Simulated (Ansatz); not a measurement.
# Cu2Te (P6/mmm): cell relaxations under several functionals in Python

Wanted for Cu2Te (P6/mmm): cell relaxations under several functionals.

Program: Ansatz 0.2.0 through its Python package. The levels of theory stand in the script. These are calculated values, not measurements.

## (1) The structure

The structure is hexagonal, space group P6/mmm (No. 191). Conventional cell: a = 4.304 Å, b = 4.304 Å, c = 8.523 Å, α = 90.00°, β = 90.00°, γ = 120.00°. Cu (site symmetry 3m) has 4 Cu at 2.48 to 2.59 Å and 3 Te at 2.67 Å in its first shell of neighbours. Around Te (site symmetry 6mm) lie 6 Cu at 2.67 Å.

No structure file is read: the coordinates are typed or built in the script.

## (2) The code

Input file lattice_cu2te.py:

```python
"""How the lattice of Cu2Te depends on the functional."""

import ansatz as az
import numpy as np
from pymatgen.core import Lattice, Structure
from pymatgen.io.ase import AseAtomsAdaptor

def edges_and_angles(cell):
    cell = np.asarray(cell)
    a, b, c = np.linalg.norm(cell, axis=1)
    cosines = cell[1] @ cell[2] / (b * c), cell[0] @ cell[2] / (a * c), cell[0] @ cell[1] / (a * b)
    return (a, b, c, *np.degrees(np.arccos(cosines)))

pmg_structure = Structure(
    Lattice([[4.304014, 0.0, 0.0], [-2.152007, 3.727386, 0.0], [0.0, 0.0, 8.523477]]),
    ["Cu", "Cu", "Cu", "Cu", "Te", "Te"],
    [
        [2 / 3, 1 / 3, 0.151954],
        [1 / 3, 2 / 3, 0.151954],
        [1 / 3, 2 / 3, 0.848046],
        [2 / 3, 1 / 3, 0.848046],
        [0.0, 0.0, 0.266188],
        [0.0, 0.0, 0.733812],
    ],
)
cu2te = az.Crystal.from_ase(AseAtomsAdaptor.get_atoms(pmg_structure))

calculation = cu2te.calculation()
calculation = calculation.kpoints(spacing=0.25)
calculation = calculation.occupations("gaussian", width=150 * az.meV)
calculation = calculation.basis(38 * az.Ry)
calculation = calculation.relax(cell=True)

levels = [("blyp", "d3bj"), ("lda", "none"), ("pbesol", "none")]
print("level            a       b       c    alpha   beta  gamma  V/atom  steps")
for name, dispersion in levels:
    seen = []
    run = calculation.functional(name, dispersion=dispersion).session().plan()
    done = run.execute(on_event=lambda e: seen.append(e) if e["event"] == "relax_step" else None)
    cell = done.lattice.cell_ang
    label = name if dispersion == "none" else f"{name}+{dispersion}"
    print("{:13s} {:7.4f} {:7.4f} {:7.4f} {:6.2f} {:6.2f} {:6.2f}".format(label, *edges_and_angles(cell)), f"{abs(np.linalg.det(cell)) / len(done.lattice.sites):7.3f} {len(seen):5d}")
```

## (3) The calls as engine input

The engine receives this input (first run):

```yaml
crystal:
  lattice:
    - [4.304014, 0.0, 0.0]
    - [-2.152007, 3.727386, 0.0]
    - [0.0, 0.0, 8.523477]
  atoms:
    - { symbol: Cu, position: [0.6666666666666666, 0.3333333333333333, 0.151954] }
    - { symbol: Cu, position: [0.3333333333333333, 0.6666666666666666, 0.151954] }
    - { symbol: Cu, position: [0.3333333333333333, 0.6666666666666666, 0.848046] }
    - { symbol: Cu, position: [0.6666666666666666, 0.3333333333333333, 0.848046] }
    - { symbol: Te, position: [0.0, 0.0, 0.266188] }
    - { symbol: Te, position: [0.0, 0.0, 0.733812] }
basis:
  ecutwfc: 517.016338673772
kpoints:
  mp_grid:
    kspacing: 0.25
hamiltonian:
  xc: blyp
  dispersion: d3bj
scf:
  occupations:
    method: gaussian
    width: 0.15
relax:
  cell: {}
```

## (4) The run

Started as:

```bash
> python lattice_cu2te.py
```

Log:

```text
level            a       b       c    alpha   beta  gamma  V/atom  steps
blyp+d3bj      4.2008  4.2008  8.0007  90.00  90.00 120.00  20.378     8
lda            4.1525  4.1525  8.3739  90.00  90.00 120.00  20.842     6
pbesol         4.2095  4.2095  8.6039  90.00  90.00 120.00  22.006     5
```

Wall time 2.5 min (1 thread of Arm Neoverse V2, shared host); peak memory 0.66 GiB.

## (5) What changed from run to run

The engine's inputs for the other runs:

Run 2, against run 1:

```diff
@@ -19,2 +19,2 @@
-  xc: blyp
-  dispersion: d3bj
+  xc: lda
+  dispersion: none
```

Run 3, against run 1:

```diff
@@ -19,2 +19,2 @@
-  xc: blyp
-  dispersion: d3bj
+  xc: pbesol
+  dispersion: none
```

## (6) The runs side by side

The 3 runs, in the order started:

| run | functional | dispersion | energy (eV/atom) | final volume (Å³/atom) | pressure (GPa) | SCF cycles in all | CPU time (s) |
| --- | --- | --- | --- | --- | --- | --- | --- |
| 1 | blyp | d3bj | -6756.0839 | 20.38 | 0.00 | 60 | 66 |
| 2 | lda | none | -6646.0547 | 20.84 | -0.03 | 41 | 46 |
| 3 | pbesol | none | -6692.8800 | 22.01 | 0.03 | 35 | 39 |

Energies are free energies F = E - TS of the smeared occupations. Totals under unlike functionals or potentials can't be compared directly.

## (7) The relaxation of run 1, step by step

The steps of the relaxation:

```csv
step,E - E(step 1) (eV/cell),largest force component (eV/Å),pressure (GPa),volume (Å³)
1,0.0000,0.2512,-2.20,136.74
2,-0.1373,0.2141,-1.45,127.24
3,0.7408,2.9921,8.30,117.18
4,-0.1633,0.1906,-0.48,123.56
5,-0.1782,0.0419,0.37,121.73
6,-0.1790,0.0151,0.12,122.13
7,-0.1791,0.0023,0.00,122.27
8,-0.1784,0.0023,0.00,122.27
```

Step 1 is the start. Step 8 repeats the geometry before it on a plane-wave basis chosen anew for that cell, so its energy need not be comparable with the rows above. Step 3 was tried and not accepted.

|  | before | after | change |
| --- | --- | --- | --- |
| a (Å) | 4.304 | 4.201 | -2.4 % |
| b (Å) | 4.304 | 4.201 | -2.4 % |
| c (Å) | 8.523 | 8.001 | -6.1 % |
| volume (Å³/atom) | 22.79 | 20.38 | -10.6 % |
| shortest distance (Å) | 2.485 | 2.425 | -2.4 % |
| space group (0.01 Å) | P6/mmm | P6/mmm | same |

Forces and stress were held to the start's 24 operations: a distortion of lower symmetry was not tested.

## (8) The relaxation of run 3, step by step

The steps of the relaxation:

| step | E - E(step 1) (eV/cell) | largest force component (eV/Å) | pressure (GPa) | volume (Å³) |
| --- | --- | --- | --- | --- |
| 1 | 0.0000 | 0.2663 | -3.24 | 136.74 |
| 2 | -0.0730 | 0.1474 | -0.37 | 133.77 |
| 3 | -0.0870 | 0.0693 | 0.15 | 131.78 |
| 4 | -0.0888 | 0.0009 | 0.04 | 132.04 |
| 5 | -0.0883 | 0.0010 | 0.03 | 132.04 |

Step 1 is the start. Step 5 repeats the geometry before it on a plane-wave basis chosen anew for that cell, so its energy need not be comparable with the rows above.

|  | before | after | change |
| --- | --- | --- | --- |
| a (Å) | 4.304 | 4.210 | -2.2 % |
| b (Å) | 4.304 | 4.210 | -2.2 % |
| c (Å) | 8.523 | 8.604 | +0.9 % |
| volume (Å³/atom) | 22.79 | 22.01 | -3.4 % |
| shortest distance (Å) | 2.485 | 2.430 | -2.2 % |
| space group (0.01 Å) | P6/mmm | P6/mmm | same |

Forces and stress were held to the start's 24 operations: a distortion of lower symmetry was not tested.

## (9) Outcome

```
      quantity                                        value
 runs compared                                            3
relaxed volume  20.38 (blyp d3bj) to 22.01 Å³/atom (pbesol)
```

In words: From smallest to largest: BLYP+D3BJ (20.38 Å³ an atom, -10.6 % against the start), LDA (20.84 Å³ an atom, -8.5 % against the start) and PBEsol (22.01 Å³ an atom, -3.4 % against the start). The spread is 8.0 % in volume. In run 1, over 5 moves the cell shrank by 10.6 % in volume, and the space group stayed P6/mmm. In run 3, the volume shrank by 3.4 % over 3 moves, and the space group stayed P6/mmm. BLYP and dispersion corrections can be off by several per cent in the lattices of metals, and by several GPa in the pressure at a fixed cell. The structure comes from a database of computed cells and needn't be a stable or known phase.
